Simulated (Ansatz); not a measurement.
Write the native input for Ansatz 0.2.0 that does the following.

- Task: single point
- Functional: PBE
- Potentials or basis: Ansatz PAW
- Cutoff: 420 eV (not typed: the program's choice for these potentials)
- k mesh: 9 × 9 × 9
- Occupations: fermi-dirac, width 0.05 eV
- Spin: no spin polarisation

The system is NbCu.

```xyz
2
Lattice="0.0000 2.5622 2.5622 2.5622 0.0000 2.5622 2.5622 2.5622 0.0000" Properties=species:S:1:pos:R:3 pbc="T T T"
Nb   -0.0039   -0.0012   -0.0248
Cu    2.5391    2.5537    2.5165
```

The cell was built by a generator and needn't be a form met in nature.

The cell isn't the ideal one: atoms moved at random, drawn with an rms of 0.05 Å.

These files were run (other wordings do the same):

input.yaml

```yaml
crystal:
  lattice:
    - [0.0, 2.56221, 2.56221]
    - [2.56221, 0.0, 2.56221]
    - [2.56221, 2.56221, 0.0]
  atoms:
    - { symbol: Nb, position: [-0.004312, -0.00536, 0.003848] }
    - { symbol: Cu, position: [0.493934, 0.48823, 0.502731] }
hamiltonian:
  xc: pbe
  pseudopotentials: { kind: paw }
kpoints:
  mp_grid: { grid: [9, 9, 9] }
scf:
  occupations: { method: fermi_dirac, width: 0.05 }
output:
  forces: true
  stress: true
  eigenvalues: true
```

Potentials or basis: Ansatz PAW.

Run with:

```sh
$ ansatz run input.yaml --threads 2 --pin off --max-ram 5632MiB --backend cpu --events-out ev --progress --plain --runs-dir out
```

Results of the run:

| Quantity | Value |
| --- | --- |
| Pressure | 0.0 GPa |
| Largest force | 0.155 eV/Å |
| Band gap on the k mesh | none (metal or under the smearing width) |

It took 9.2 s on 2 threads of Arm Neoverse V1, on a shared host, peak memory 0.52 GiB.
